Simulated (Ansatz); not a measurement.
**CH4FISi: small, medium and large basis sets**

One table from this session's results is given with a row withheld; the runs are named, their logs left out.

Program: Ansatz 0.2.0, Gaussian basis. Level of theory: one geometry, several basis sets. These are calculated values, not measurements.

Levels to be run: PBE0-D4/def2-SVP; ωB97M-V/def2-SVP; PBE0-D4/def2-QZVPP; ωB97M-V/def2-QZVPP; the functionals' def2-TZVPP values are taken from earlier runs.

## The geometry

An earlier PBE0-D4 in a triple-zeta def2 set relaxation fixed the geometry. I takes the def2 core potential; no spin-orbit term is included.

SMILES `C[SiH](F)I`, 8 atoms, charge 0, spin multiplicity 1.

Atoms are counted from 1 here; the program's logs count them from 0.

Bond lengths: C1–Si2 1.847 Å, C1–H5 1.092 Å, C1–H6 1.092 Å, C1–H7 1.094 Å, Si2–F3 1.596 Å, Si2–I4 2.435 Å, Si2–H8 1.479 Å. Angles: Si2–C1–H5 110.3°, Si2–C1–H6 110.7°, Si2–C1–H7 109.9°, H5–C1–H6 108.5°, H5–C1–H7 108.7°, H6–C1–H7 108.8°, C1–Si2–F3 109.4°, C1–Si2–I4 110.6°, C1–Si2–H8 113.8°, F3–Si2–I4 107.9°, F3–Si2–H8 107.4°, I4–Si2–H8 107.6°.

The first run:

in.yaml

```yaml
crystal:
  periodic: [false, false, false]
  atoms:
    - {symbol: C, position_ang: [-0.168433, 0.993156, 0.186438]}
    - {symbol: Si, position_ang: [0.334538, -0.741250, -0.199031]}
    - {symbol: F, position_ang: [1.273854, -1.291777, 0.968115]}
    - {symbol: I, position_ang: [-1.619225, -2.188759, -0.333322]}
    - {symbol: H, position_ang: [-0.802586, 1.388923, -0.609857]}
    - {symbol: H, position_ang: [-0.725450, 1.033834, 1.124409]}
    - {symbol: H, position_ang: [0.718144, 1.627012, 0.275619]}
    - {symbol: H, position_ang: [1.081359, -0.878239, -1.468170]}
basis:
  gaussian: {orbitals: def2-SVP}
hamiltonian: {xc: pbe0, dispersion: d4}
output: {orbitals: {seedname: orbitals}}
```

Steps of the session up to this table: PBE0-D4 in def2-SVP; ωB97M-V in def2-SVP; PBE0-D4 in def2-QZVPP; ωB97M-V in def2-QZVPP.

One of the session's tables, all rows but one given; the rest of the session is left out.

It belongs to the step «Functionals by basis». 

| functional | basis | HOMO (eV) | LUMO (eV) |
| --- | --- | --- | --- |
| PBE0-D4 | def2-SVP | -7.68 | 0.04 |
| PBE0-D4 | def2-TZVPP | -7.75 | -0.16 |
| PBE0-D4 | def2-QZVPP | -7.77 | -0.26 |
| ωB97M-V | def2-SVP | ? | ? |
| ωB97M-V | def2-TZVPP | -9.88 | 1.68 |
| ωB97M-V | def2-QZVPP | -9.90 | 1.37 |

Estimate the missing values for ωB97M-V, def2-SVP.

**Answer.** HOMO (eV): -9.79; LUMO (eV): 2.04. In the column «HOMO (eV)» it lies between ωB97M-V, def2-TZVPP (-9.88) and PBE0-D4, def2-QZVPP (-7.77).
